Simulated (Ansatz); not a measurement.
Task: a ladder of methods at one geometry of C2H4ClI, SMILES CC(Cl)I, with the Python package of Ansatz (0.2.0). Give the script and its output. Use (for the species named): B3LYP, def2-SVP basis, multiplicity 1. The script varies functional: b3lyp, hse06, pbe0, revpbe, blyp, pbe.

The script reads `c2h4cli.xyz`:
```text
8

C     0.29910    0.74050    0.08960
C    -0.23110   -0.65970    0.11740
Cl    1.08930   -1.75280   -0.29260
I    -1.69180   -0.99410   -1.29770
H     0.63240    1.05940   -0.92890
H    -0.56330    1.49110    0.32680
H     1.08150    0.95160    0.80770
H    -0.52390   -0.89310    1.12190
```

`run_methods.py`:
```python
"""C2H4ClI at several levels of theory."""

from dataclasses import dataclass
from pathlib import Path

import ansatz as az
import numpy as np


@dataclass
class Options:
    basis: str = "def2-SVP"


cfg = Options()

c2h4cli = az.Crystal.molecule_from_extxyz("c2h4cli.xyz")

base = c2h4cli.calculation().basis(gaussian=cfg.basis)

print("functional    E (Ha)        dipole (D)   HOMO (eV)  LUMO (eV)")
for name in ["b3lyp", "hse06", "pbe0", "revpbe", "blyp", "pbe"]:
    rep = base.functional(name).forces().orbitals().run(threads=1, pin="off", runs_dir="runs").report
    lines = Path(rep["orbitals_path"]).read_text().splitlines()
    field_of = lambda key: [line.split("=")[1].strip() for line in lines if line.startswith(key)]
    orbitals = [(27.211386 * float(e), s, float(n)) for e, s, n in zip(field_of("Ene="), field_of("Spin="), field_of("Occup="))]
    homo = max(e for e, _, n in orbitals if n > 0.5)
    lumo = min(e for e, _, n in orbitals if n < 0.5)
    dipole = 4.803205 * np.linalg.norm(rep["charge_distribution"]["dipole_moment_e_ang"])
    print(f"{name:10s} {rep['free_energy_ev'] / 27.211386246:14.6f} {dipole:9.3f} {homo:11.3f} {lumo:10.3f}")
```

`python run_methods.py` gives:
```text
functional    E (Ha)        dipole (D)   HOMO (eV)  LUMO (eV)
b3lyp         -836.406063     1.632      -6.959     -0.946
hse06         -836.052868     1.735      -6.877     -1.154
pbe0          -836.066998     1.736      -7.272     -0.771
revpbe        -836.230010     1.624      -6.000     -1.589
blyp          -836.182178     1.531      -5.800     -1.488
pbe           -835.987386     1.622      -6.032     -1.656
```

What to keep in mind:
- Total energies depend on the basis set; only differences at equal settings carry meaning.
- The geometry is a force-field or estimated start, not a minimum of this method, and the basis set is short of its limit. A lower total doesn't mark the better method: functionals have no common bound, and MP2 and coupled cluster aren't variational.
- def2 sets replace the cores of elements past krypton by effective core potentials.
- b3lyp holds the VWN-RPA fit, as in Gaussian; the form of ORCA and Turbomole is b3lyp5.
- Levels such as HOMO and LUMO are orbital energies: with these approximate functionals they aren't the ionisation energy and electron affinity, and their gap isn't the fundamental gap.
- hse06 follows the composition of plane-wave codes, whose totals differ by tens of mHa, up to about 0.1 Ha, from the form usual in Gaussian-basis programs (wpbeh).
- Run time: 25 s on 1 thread of Arm Neoverse V1, on a shared host, peak memory 0.27 GiB.
